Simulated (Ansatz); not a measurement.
# CH₅AlFNO: one species, many methods

One table from this session's results is given with a row withheld; the runs are named, their logs left out.

Method: functionals in def2-TZVPP, the program's frozen cores in correlated methods; program: Ansatz 0.2.0, Gaussian basis.

Levels to be run: PBE-D4, r2SCAN-D4, PBE0-D4, B3LYP-D4, ωB97X-V, ωB97M-V, B2PLYP; CCSD(T)/def2-TZVPP; MP2/def2-QZVPP; extrapolation to the limit.

## Structure used throughout

An earlier PBE0-D4 in a triple-zeta def2 set relaxation fixed the geometry.

SMILES `C[NH][Al]([OH])[F]`, 10 atoms, charge 0, spin multiplicity 1.

Atoms are counted from 1 here; the program's logs count them from 0.

Bond lengths: C1–N2 1.449 Å, C1–H6 1.092 Å, C1–H7 1.096 Å, C1–H8 1.096 Å, N2–Al3 1.752 Å, N2–H9 1.008 Å, Al3–O4 1.687 Å, Al3–F5 1.650 Å, O4–H10 0.955 Å. Angles: N2–C1–H6 109.9°, N2–C1–H7 112.2°, N2–C1–H8 112.2°, H6–C1–H7 107.2°, H6–C1–H8 107.2°, H7–C1–H8 107.8°, C1–N2–Al3 127.6°, C1–N2–H9 112.6°, Al3–N2–H9 119.8°, N2–Al3–O4 119.4°, N2–Al3–F5 119.5°, O4–Al3–F5 121.1°, Al3–O4–H10 124.0°.

Geometry (Å):

```xyz
10
charge 0, multiplicity 1
C    -0.8064    0.3999    1.2470
N    -0.0737    0.8343    0.0745
Al    0.7296   -0.1691   -1.1160
O     0.6901   -1.8472   -0.9471
F     1.5115    0.5421   -2.3827
H    -0.8014   -0.6903    1.3053
H    -0.3632    0.7771    2.1759
H    -1.8548    0.7192    1.2221
H    -0.0535    1.8375   -0.0202
H     1.1050   -2.4543   -1.5559
```

The first run:

The input, in.yaml:

```yaml
crystal:
  periodic: [false, false, false]
  atoms:
    - {symbol: C, position_ang: [-0.806423, 0.399895, 1.246978]}
    - {symbol: N, position_ang: [-0.073666, 0.834261, 0.074548]}
    - {symbol: Al, position_ang: [0.729609, -0.169116, -1.115983]}
    - {symbol: O, position_ang: [0.690106, -1.847231, -0.947097]}
    - {symbol: F, position_ang: [1.511531, 0.542055, -2.382686]}
    - {symbol: H, position_ang: [-0.801422, -0.690328, 1.305290]}
    - {symbol: H, position_ang: [-0.363202, 0.777058, 2.175936]}
    - {symbol: H, position_ang: [-1.854789, 0.719183, 1.222101]}
    - {symbol: H, position_ang: [-0.053519, 1.837460, -0.020174]}
    - {symbol: H, position_ang: [1.104975, -2.454339, -1.555915]}
basis:
  gaussian: {orbitals: def2-TZVPP}
hamiltonian: {xc: pbe, dispersion: d4}
output: {forces: true, orbitals: {seedname: orbitals}}
```

Command:

```console
$ ansatz run in.yaml --threads 4 --pin off --events-out ev --progress --plain --max-ram 10444MiB
```

Steps of the session up to this table: PBE-D4 (GGA); r2SCAN-D4 (meta-GGA); PBE0-D4 (hybrid); B3LYP-D4 (hybrid); ωB97X-V (range-separated); ωB97M-V (range-separated); B2PLYP (double hybrid); CCSD(T) in def2-TZVPP; MP2 in def2-QZVPP.

One of the session's tables, all rows but one given; the rest of the session is left out.

It belongs to the step «Atomisation energies». 

```
            method  atomisation energy (kcal/mol)
            PBE-D4                          939.8
         r2SCAN-D4                          925.6
           PBE0-D4                          918.6
          B3LYP-D4                          924.8
           ωB97X-V                          927.3
           ωB97M-V                          928.3
            B2PLYP                          918.5
     HF/def2-TZVPP                          662.7
    MP2/def2-TZVPP                          925.7
   CCSD/def2-TZVPP                          889.1
CCSD(T)/def2-TZVPP                          902.5
           MP2/CBS                          953.7
       CCSD(T)/CBS                              ?
```

Q: Estimate the row for CCSD(T)/CBS from the others.

As computed: atomisation energy (kcal/mol): 930.5. In the column «atomisation energy (kcal/mol)» it lies between ωB97M-V (928.3) and PBE-D4 (939.8).
